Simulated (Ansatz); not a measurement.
This script for Ansatz 0.2.0, Python API starts 2 runs on BBrH2O, SMILES OBBr. What input does the engine get in each?

`cas.py`
```python
"""Static correlation in BBrH2O: natural occupations of an active space."""

import ansatz
from ase import Atoms


def main() -> None:
    atoms = Atoms(["O", "B", "Br", "H", "H"], positions=[
        (-0.8593, -0.7915, 0.0907),
        (0.3111, 0.036, 0.2176),
        (0.1874, 2.0371, 0.2611),
        (-0.9509, -0.8431, -0.9023),
        (1.3616, -0.5121, 0.2914),
    ])
    mol = ansatz.Crystal.molecule_from_ase(atoms)

    setup = mol.calculation()
    setup = setup.basis(gaussian="def2-SVP")
    setup = setup.correlation(active_electrons=2, active_orbitals=3)
    for method in [None, "sc_nevpt2"]:
        rep = (setup if method is None else setup.correlation(method)).run().report
        space = rep["configurations"]
        state = space["states"][0]
        print(method or "casscf", f"total {rep['free_energy_ev'] / 27.211386246:.6f} Ha, active-space state {state['energy']['hartree']:.6f} Ha, mean field {rep['reference_energy_ev'] / 27.211386246:.6f} Ha")
        print("  determinants", state["n_determinants"], " natural occupations", [round(n, 3) for n in space["natural_occupations"]])


if __name__ == "__main__":
    main()
```

Run 1:
```yaml
crystal:
  periodic: [false, false, false]
  atoms:
    - { symbol: O, position_ang: [-0.8593, -0.7915, 0.0907] }
    - { symbol: B, position_ang: [0.3111, 0.036, 0.2176] }
    - { symbol: Br, position_ang: [0.1874, 2.0371, 0.2611] }
    - { symbol: H, position_ang: [-0.9509, -0.8431, -0.9023] }
    - { symbol: H, position_ang: [1.3616, -0.5121, 0.2914] }
basis:
  gaussian:
    orbitals: def2-SVP
correlation:
  active_space:
    window:
      electrons: 2
      orbitals: 3
```

Run 2, against run 1:
```diff
+  method: sc_nevpt2
```

Output of `python cas.py`:
```text
casscf total -2672.816402 Ha, active-space state -2672.816402 Ha, mean field -2672.791523 Ha
  determinants 9  natural occupations [1.976, 0.021, 0.003]
sc_nevpt2 total -2673.292449 Ha, active-space state -2672.816400 Ha, mean field -2672.791523 Ha
  determinants 9  natural occupations [1.976, 0.021, 0.003]
```

Reading the output:
- Total energies depend on the basis set; only differences at equal settings carry meaning.
- The geometry is a force-field or estimated start, not a minimum of this method, and the basis set is short of its limit. The active space starts as a window about the frontier orbitals and is then optimised, not chosen by chemistry.
- Finished in 6.8 s on 1 thread of Intel(R) Xeon(R) 6975P-C (Granite Rapids), on a shared host, peak memory 0.23 GiB.

(Lines on the test bed's own set-up are left out of the output.)
